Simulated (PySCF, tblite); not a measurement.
**C7H12N2Si: geometry, infrared bands and NMR shifts**

Aim: predict the infrared bands and NMR shifts of C7H12N2Si (`C#CC[C@H](CCC#N)N[SiH3]`).

Programs: tblite 0.8.0 and PySCF 2.14.0, with density-fitted response routines of our own. Each step states its level of theory. These are calculated values for one molecule in the gas phase, unless marked as measured. Atoms are numbered from 0 throughout.

### Step 1. Starting geometry

22 atoms, charge 0, multiplicity 1; geometry from: force field or distance geometry start.

Bonds of the start (Å): C0–C1 1.20, C1–C2 1.47, C2–C3 1.53, C3–C4 1.54, C4–C5 1.53, C5–C6 1.47, C6–N7 1.17, C3–N8 1.48, N8–Si9 1.71, C0–H10 1.06, C2–H11 1.10, C2–H12 1.11, C3–H13 1.10, C4–H14 1.10, C4–H15 1.09, C5–H16 1.09, C5–H17 1.10, N8–H18 1.02, Si9–H19 1.48, Si9–H20 1.47, Si9–H21 1.48.

### Step 2. Relaxing the molecule with GFN2-xTB

Job settings and geometry (Å):

```
{"job": {"kind": "relax", "xc": "GFN2-xTB", "basis": "xTB"}, "charge": 0, "multiplicity": 1}
C      0.542900     3.619700     0.195100
C     -0.077600     2.655600    -0.174300
C     -0.813900     1.458600    -0.600800
C     -0.179700     0.149700    -0.114800
C      1.190400    -0.094700    -0.782300
C      1.919500    -1.355700    -0.323500
C      2.308300    -1.275800     1.091200
N      2.626100    -1.207400     2.214900
N     -1.030300    -1.025800    -0.392100
Si    -2.368800    -1.535600     0.550000
H      1.068900     4.482100     0.519100
H     -0.900700     1.453300    -1.697000
H     -1.851800     1.550200    -0.210200
H     -0.007100     0.217700     0.974200
H      1.840800     0.780800    -0.614400
H      1.047100    -0.158400    -1.864700
H      1.321400    -2.247400    -0.496900
H      2.831300    -1.477700    -0.924800
H     -1.331100    -0.997100    -1.361200
H     -1.903700    -1.697800     1.946800
H     -2.845800    -2.795300    -0.041500
H     -3.396500    -0.479800     0.422200
```

Started as:

```
$ OMP_NUM_THREADS=1 python probes_run.py task.json out
```

This one command runs all jobs of the session in turn.

**Question.** This job is followed by: GFN2-xTB harmonic vibrations, gas phase; GIAO PBE0/pcSseg-1 NMR shielding, non-relativistic, gas phase. Predict these results of the whole session: strongest single infrared mode (GFN2-xTB); zero-point energy (GFN2-xTB); 13C shifts against TMS (PBE0/pcSseg-1); 1H shifts against TMS (PBE0/pcSseg-1, means over atoms taken as alike); 15N shifts against NH3 (PBE0/pcSseg-1); 29Si shifts against TMS (PBE0/pcSseg-1); surface potential, 1st and 99th percentile.

As calculated:

```
                                                              quantity                                                            value
                             strongest single infrared mode (GFN2-xTB)                                            2176 cm⁻¹, 375 km/mol
                                          zero-point energy (GFN2-xTB)                                                   105.6 kcal/mol
                                13C shifts against TMS (PBE0/pcSseg-1)                    124.4, 85.8, 78.1, 56.7, 38.3, 31.0, 14.3 ppm
1H shifts against TMS (PBE0/pcSseg-1, means over atoms taken as alike)  4.74, 3.05, 2.98, 2.86, 2.70, 2.25, 1.94, 1.57, 0.81, -0.96 ppm
                                15N shifts against NH3 (PBE0/pcSseg-1)                                                  299.3, 36.2 ppm
                               29Si shifts against TMS (PBE0/pcSseg-1)                                                        -56.2 ppm
                                 surface potential, 1st and 99th percentile                                               -1.89 V and 1.75 V
```

In words: Over 89 steps the energy fell by 0.272 eV; of the close pairs, C3–N8 changed most, 1.477 to 1.442 Å. All 60 modes are real, so the xTB geometry is a minimum. The strongest single mode, at 2176 cm⁻¹, moves mainly H21. Unscaled tight-binding wavenumbers are off by several per cent, some by more. Its intensities can rank the bands wrongly. C6 (nitrile carbon) lies farthest downfield among carbon, at 124.4 ppm; this is the usual window of a C≡N carbon, which has no attached hydrogen. At PBE0/pcSseg-1: The widest tensor belongs to N7: span 507 ppm, with a paramagnetic part of -373 ppm.
